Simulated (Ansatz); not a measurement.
# BBrCl2H2: the cost of one run

All numbers below are computed with Ansatz 0.2.0 (RHF/def2-SVP).

**1. The structure to begin with**

Bond lengths: B1–Cl2 2.210 Å, B1–Cl3 1.860 Å, B1–H4 1.190 Å, B1–Br5 2.340 Å, Cl2–H6 1.335 Å, Br5–H6 1.477 Å. Angles: B1–Cl2–H6 76.2°, Cl2–B1–Cl3 120.0°, Cl2–B1–H4 120.0°, Cl2–B1–Br5 71.6°, Cl3–B1–H4 120.0°, Cl3–B1–Br5 88.5°, H4–B1–Br5 110.0°, B1–Br5–H6 69.7°, Cl2–H6–Br5 142.6°.

Structure file:

```xyz
6

B     0.0000    0.0000    0.0000
Cl    0.0000    0.0000    2.2100
Cl    1.6108    0.0000   -0.9300
H    -1.0305    0.0000   -0.5950
Br    0.4991    2.1638    0.7379
H     0.2913    1.2632    1.8904
```

**2. A restrained relaxation towards end A**

Springs on the bonds that form and break draw the guess towards this end; the thresholds are loose.

Contents of input.yaml:

```yaml
crystal:
  periodic: [false, false, false]
  atoms:
    - { symbol: B, position_ang: [0.0, 0.0, 0.0] }
    - { symbol: Cl, position_ang: [0.0, 0.0, 2.21] }
    - { symbol: Cl, position_ang: [1.6108, 0.0, -0.93] }
    - { symbol: H, position_ang: [-1.0305, 0.0, -0.595] }
    - { symbol: Br, position_ang: [0.4991, 2.1638, 0.7379] }
    - { symbol: H, position_ang: [0.2913, 1.2632, 1.8904] }
basis:
  gaussian: { orbitals: def2-SVP }
hamiltonian:
  xc: hf
relax:
  f_tol: 0.15
  max_steps: 25
  restrain:
    - { distance: [0, 4], at: 3.24, k: 30.0 }
    - { distance: [5, 1], at: 2.57, k: 30.0 }
    - { distance: [0, 1], at: 1.86, k: 30.0 }
    - { distance: [5, 4], at: 1.55, k: 30.0 }
output:
  orbitals: {}
```

Command:

```sh
ansatz run input.yaml --threads 1 --pin off --max-ram 2048MiB --backend cpu --events-out ev --progress --plain --runs-dir out
```

What time and memory should one allow on 1 thread of Arm Neoverse V1, shared host?

About 22 s, with a peak of 0.19 GiB.
